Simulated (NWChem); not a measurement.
# [GeH5]− (SMILES [H][Ge-]([H])([H])([H])[H]) at B3LYP/6-31G(d,p) (spherical functions, COSMO-KS carbon tetrachloride, esp resp)

What is the energy difference between two shapes of [GeH5]− at B3LYP/6-31G** (spherical functions, COSMO-KS carbon tetrachloride, esp resp)? 

The results are computed with NWChem 7.3.0.

3 further runs of the same task are left out: 1 that didn't finish, 2 set aside as unsound or not needed.

## Step 1: The system as given

[GeH5]− has 6 atoms, charge -1, and is taken as a singlet. SMILES: `[H][Ge-]([H])([H])([H])[H]`. The shape comes from GFN2-xTB, which is rough for such elements, and wasn't checked as a minimum.

Bond lengths: Ge1–H2 1.762 Å, Ge1–H3 1.782 Å, Ge1–H4 1.515 Å, Ge1–H5 1.514 Å, Ge1–H6 1.514 Å. Angles: H2–Ge1–H3 179.8°, H2–Ge1–H4 90.4°, H2–Ge1–H5 90.0°, H2–Ge1–H6 90.3°, H3–Ge1–H4 89.6°, H3–Ge1–H5 89.8°, H3–Ge1–H6 89.8°, H4–Ge1–H5 120.0°, H4–Ge1–H6 120.0°, H5–Ge1–H6 120.0°.

## Step 2: The energy at B3LYP/6-31G(d,p) (spherical functions, COSMO-KS carbon tetrachloride, esp resp)

Input file geh5.nw:

```
start geh5
memory 2200 mb
charge -1
geometry noautoz
Ge       0.000170      -0.001050       0.006590
H       -0.023480      -0.005740       1.768690
H        0.022000       0.009450      -1.774870
H        1.514900       0.010990       0.015670
H       -0.767040       1.304120       0.000050
H       -0.746540      -1.317780      -0.016130
end
basis spherical bse
* library 6-31G**
end
cosmo
dielec 2.228
do_cosmo_ks true
end
dft
xc b3lyp
grid fine
convergence energy 1e-06
iterations 150
mulliken
print low
end
esp
restrain
range 0.4
spacing 0.035
recalculate
end
task dft
task esp
```

The run is started by

```console
$ nwchem geh5.nw > geh5.out
```

Log:

```text
Northwest Computational Chemistry Package (NWChem) 7.3.0
             --------------------------------------------------------

           Job information
           ---------------

    nwchem branch   = 7.3.0
    use scalapack   = T
    input           = geh5.nw
    prefix          = geh5.
    data base       = ./geh5.db
    status          = startup
    nproc           =        1

           Memory information
           ------------------

    heap     =     72089600 doubles =      550.0 Mbytes
    stack    =     72089597 doubles =      550.0 Mbytes
    global   =    144179200 doubles =     1100.0 Mbytes (distinct from heap & stack)
    total    =    288358397 doubles =     2200.0 Mbytes
    verify   = yes
    hardfail = no

           Directory information
           ---------------------

  0 permanent = .
  0 scratch   = .

                                NWChem Input Module
                                -------------------

 Scaling coordinates for geometry "geometry" by  1.889725989
 (inverse scale =  0.529177249)

 C1  symmetry detected

                             Geometry "geometry" -> ""
                             -------------------------

 Output coordinates in angstroms (scale by  1.889725989 to convert to a.u.)

  No.       Tag          Charge          X              Y              Z
 ---- ---------------- ---------- -------------- -------------- --------------
    1 Ge                  32.0000     0.00002615    -0.00106841    -0.00017167
    2 H                    1.0000     0.00404591    -1.76332792    -0.00189725
    3 H                    1.0000    -0.00549622     1.78053112     0.00751914
    4 H                    1.0000     1.50747484     0.01379635    -0.14853566
    5 H                    1.0000    -0.62474786    -0.00412712     1.37887538
    6 H                    1.0000    -0.88211340     0.00731670    -1.23046815

      Atomic Mass
      -----------

      Ge                73.921900
      H                  1.007825

 Effective nuclear repulsion energy (a.u.)      54.7797184492

            Nuclear Dipole moment (a.u.)
            ----------------------------
        X                 Y               Z
 ---------------- ---------------- ----------------
     0.0000000000    -0.0000000000     0.0000000000

            XYZ format geometry
            -------------------
     6
 geometry
 Ge                    0.00002615    -0.00106841    -0.00017167
 H                     0.00404591    -1.76332792    -0.00189725
 H                    -0.00549622     1.78053112     0.00751914
 H                     1.50747484     0.01379635    -0.14853566
 H                    -0.62474786    -0.00412712     1.37887538
 H                    -0.88211340     0.00731670    -1.23046815

 ==============================================================================
                                internuclear distances
 ------------------------------------------------------------------------------
       center one      |      center two      | atomic units |  angstroms
 ------------------------------------------------------------------------------
    4 H                |   1 Ge               |     2.86257  |     1.51481
    5 H                |   1 Ge               |     2.86100  |     1.51398
    6 H                |   1 Ge               |     2.86084  |     1.51389
 ------------------------------------------------------------------------------
                         number of included internuclear distances:          3
 ==============================================================================

 ==============================================================================
                                 internuclear angles
 ------------------------------------------------------------------------------
        center 1       |       center 2       |       center 3       |  degrees
 ------------------------------------------------------------------------------
    4 H                |   1 Ge               |   5 H                |   119.99
    4 H                |   1 Ge               |   6 H                |   120.01
    5 H                |   1 Ge               |   6 H                |   119.99
 ------------------------------------------------------------------------------
                            number of included internuclear angles:          3
 ==============================================================================

 Summary of "ao basis" -> "" (spherical)
 ------------------------------------------------------------------------------
       Tag                 Description            Shells   Functions and Types
 ---------------- ------------------------------  ------  ---------------------
 *                          6-31G**                   on all atoms

                                 NWChem DFT Module
                                 -----------------

                      Basis "ao basis" -> "ao basis" (spherical)
                      -----
  [basis functions not shown]

 Summary of "ao basis" -> "ao basis" (spherical)
 ------------------------------------------------------------------------------
       Tag                 Description            Shells   Functions and Types
 ---------------- ------------------------------  ------  ---------------------
 Ge                         6-31G**                 12       32   5s4p3d
 H                          6-31G**                  3        5   2s1p

 in cosmo_initialize ...

 solvent parameters
 solvname_short: unkn
 solvname_long:  unknown
 dielec:        2.2280

          ---------------
          -cosmo- solvent
          ---------------
 Cosmo: Klamt-Schuurmann, doi: 10.1039/P29930000799
 SES surface, doi: 10.1002/jcc.540151009, ??
 dielectric constant -eps-     =   2.23
 screen = (eps-1)/(eps+1/2)    =   0.45015
 surface charge correction     = scale

  solvent excluded surface
 --------------------------

 ---------- ATOMIC COORDINATES (A.U.) ------------ VDWR(ANG.) --
     1    0.00004941   -0.00201900   -0.00032441     2.223
     2    0.00764566   -3.33220660   -0.00358528     1.300
     3   -0.01038635    3.36471593    0.01420912     1.300
     4    2.84871437    0.02607132   -0.28069169     1.300
     5   -1.18060226   -0.00779912    2.60569664     1.300
     6   -1.66695261    0.01382656   -2.32524764     1.300
 number of -cosmo- surface points =      654
 molecular surface =     80.276 angstrom**2
 molecular volume  =     59.873 angstrom**3
 G(cav/disp)       =      1.261 kcal/mol
 -lineq- algorithm             =   0
 solvent radius (ang.)         =   0.500
 atomic radii =
 --------------
    1 32.000  2.223
    2  1.000  1.300
    3  1.000  1.300
    4  1.000  1.300
    5  1.000  1.300
    6  1.000  1.300
 ...... end of -cosmo- initialization ......

  Caching 1-el integrals
   Time after variat. SCF:      0.3

     ---------------------------------------------
      Total Density - Mulliken Population Analysis
     ---------------------------------------------

    Atom       Charge   Shell Charges
 -----------   ------   -------------------------------------------------------
    1 Ge  32    31.14   2.00  2.00  6.00  1.99  5.93  0.75  1.04  0.34  1.10  5.98  3.55  0.47
    2 H    1     1.53   0.49  1.03  0.00
    3 H    1     1.54   0.49  1.05  0.00
    4 H    1     1.26   0.48  0.78  0.01
    5 H    1     1.26   0.48  0.78  0.01
    6 H    1     1.26   0.48  0.78  0.01
   Time prior to 1st pass:      0.3

           Memory utilization after 1st SCF pass:
           Heap Space remaining (MW):       36.62            36624184
          Stack Space remaining (MW):       72.09            72089124

   convergence    iter        energy       DeltaE   RMS-Dens  Diis-err    time
 ---------------- ----- ----------------- --------- --------- ---------  ------
     COSMO gas phase
 d= 0,ls=0.0,diis     1  -2078.8758756934 -2.13D+03  5.49D-02  1.97D+01     0.9
 d= 0,ls=0.0,diis     2  -2078.7857975784  9.01D-02  3.29D-02  1.81D+01     1.5
 d= 0,ls=0.0,diis     3  -2079.6874912884 -9.02D-01  2.11D-03  1.30D-02     2.1
 d= 0,ls=0.0,diis     4  -2079.6885831797 -1.09D-03  6.39D-04  8.17D-04     2.7
 d= 0,ls=0.0,diis     5  -2079.6887393012 -1.56D-04  8.49D-05  1.04D-05     3.4
  Resetting Diis
 d= 0,ls=0.0,diis     6  -2079.6887413638 -2.06D-06  1.72D-05  1.51D-08     4.0
 d= 0,ls=0.0,diis     7  -2079.6887413742 -1.04D-08  2.40D-06  1.08D-09     4.7

           Memory utilization after 1st SCF pass:
           Heap Space remaining (MW):       36.62            36621536
          Stack Space remaining (MW):       72.09            72089124

   convergence    iter        energy       DeltaE   RMS-Dens  Diis-err    time
 ---------------- ----- ----------------- --------- --------- ---------  ------
     COSMO solvation phase
 d= 0,ls=0.0,diis     1  -2079.7371694019 -4.84D-02  1.95D-03  5.73D-04     5.6
 d= 0,ls=0.0,diis     2  -2079.7373461631 -1.77D-04  3.47D-04  1.59D-04     6.4
 d= 0,ls=0.0,diis     3  -2079.7373930564 -4.69D-05  6.94D-05  2.64D-05     7.3
 d= 0,ls=0.0,diis     4  -2079.7373920113  1.05D-06  3.12D-05  4.48D-06     8.2
 d= 0,ls=0.0,diis     5  -2079.7373922600 -2.49D-07  6.44D-06  1.86D-08     9.1

         Total DFT energy =    -2079.737392259955
      One electron energy =    -3018.205973067046
           Coulomb energy =      961.148444610288
    Exchange-Corr. energy =      -81.124370062801
 Nuclear repulsion energy =       54.779718449220

             COSMO energy =        3.664787810385

 Numeric. integr. density =       37.999998880282

     Total iterative time =      8.8s

                                   COSMO solvation results
                                   -----------------------

                 gas phase energy =     -2079.688741374191
                 sol phase energy =     -2079.737392259955
 (electrostatic) solvation energy =         0.048650885763 (   30.53 kcal/mol)

     ---------------------------------------------
      Total Density - Mulliken Population Analysis
     ---------------------------------------------

    Atom       Charge   Shell Charges
 -----------   ------   -------------------------------------------------------
    1 Ge  32    32.22   2.00  2.00  6.00  2.00  5.99  1.19  2.08  0.16  0.61  6.86  2.94  0.38
    2 H    1     1.30   0.48  0.82  0.00
    3 H    1     1.31   0.48  0.83  0.00
    4 H    1     1.06   0.51  0.55  0.01
    5 H    1     1.06   0.51  0.55  0.01
    6 H    1     1.06   0.51  0.55  0.01

     -------------------------------------------
      Total Density - Lowdin Population Analysis
     -------------------------------------------

    Atom       Charge   Shell Charges
 -----------   ------   -------------------------------------------------------
    1 Ge  32    32.29   2.00  2.00  5.99  1.98  5.90  0.80  1.86  0.35  1.03  6.66  3.07  0.66
    2 H    1     1.25   0.50  0.74  0.01
    3 H    1     1.26   0.50  0.75  0.01
    4 H    1     1.06   0.49  0.55  0.02
    5 H    1     1.06   0.49  0.55  0.02
    6 H    1     1.06   0.49  0.55  0.02

 Task  times  cpu:        9.1s     wall:        9.1s

                                NWChem Input Module
                                -------------------

                     NWChem Electrostatic Potential Fit Module
                     -----------------------------------------

 Atom parameters

 Number of atoms is                                    6
 Number of basis functions is                         57

 Grid parameters

 Maximum number of grid points is                  12640
 Number of grid points is                          12639
 Grid range                                     0.400000 nm
 Grid spacing                                   0.035000 nm
 Probe radius                                   0.070000 nm
 Atom radius factor                             1.000000

 Restraint parameters

 Hyperbolic restraint to zero charge
    with scaling                 0.001000
         tightness               0.100000
         maximum iterations     25
         tolerance               0.000100

 Atomic radii

    1    0.100000
   32    0.192000
 FASTESP  F
  using M.O. file = ./geh5.movecs

    Atom              Coordinates                           Charge

                                                  ESP         RESP        RESP2
                                                                         constr

    1 Ge    0.000003   -0.000107   -0.000017    0.331404    0.325024    0.325024
    2 H     0.000405   -0.176333   -0.000190   -0.443460   -0.442500   -0.442500
    3 H    -0.000550    0.178053    0.000752   -0.453171   -0.452236   -0.452236
    4 H     0.150747    0.001380   -0.014854   -0.146403   -0.144901   -0.144901
    5 H    -0.062475   -0.000413    0.137888   -0.146966   -0.145470   -0.145470
    6 H    -0.088211    0.000732   -0.123047   -0.141404   -0.139918   -0.139918
                                            ------------------------------------
                                               -1.000000   -1.000000   -1.000000

 Dipole moment                                  0.023029    0.022752    0.022752

 Quadrupole moment Qxx                          8.254313    8.251558    8.251558
                   Qyy                        -16.545059  -16.539260  -16.539260
                   Qzz                          8.290747    8.287702    8.287702

 RMS deviation kJ/mol                           0.110877    0.110879    0.110879

 RRMS %                                         3.412785    3.412854    3.412854

 Task  times  cpu:        2.9s     wall:        2.9s
 Total times  cpu:       12.0s     wall:       12.0s
```

It took 13 s on 1 thread of Intel Xeon 6975P-C (Granite Rapids), shared host; peak memory 0.11 GiB.

(Part 1 of 2 ends here.)
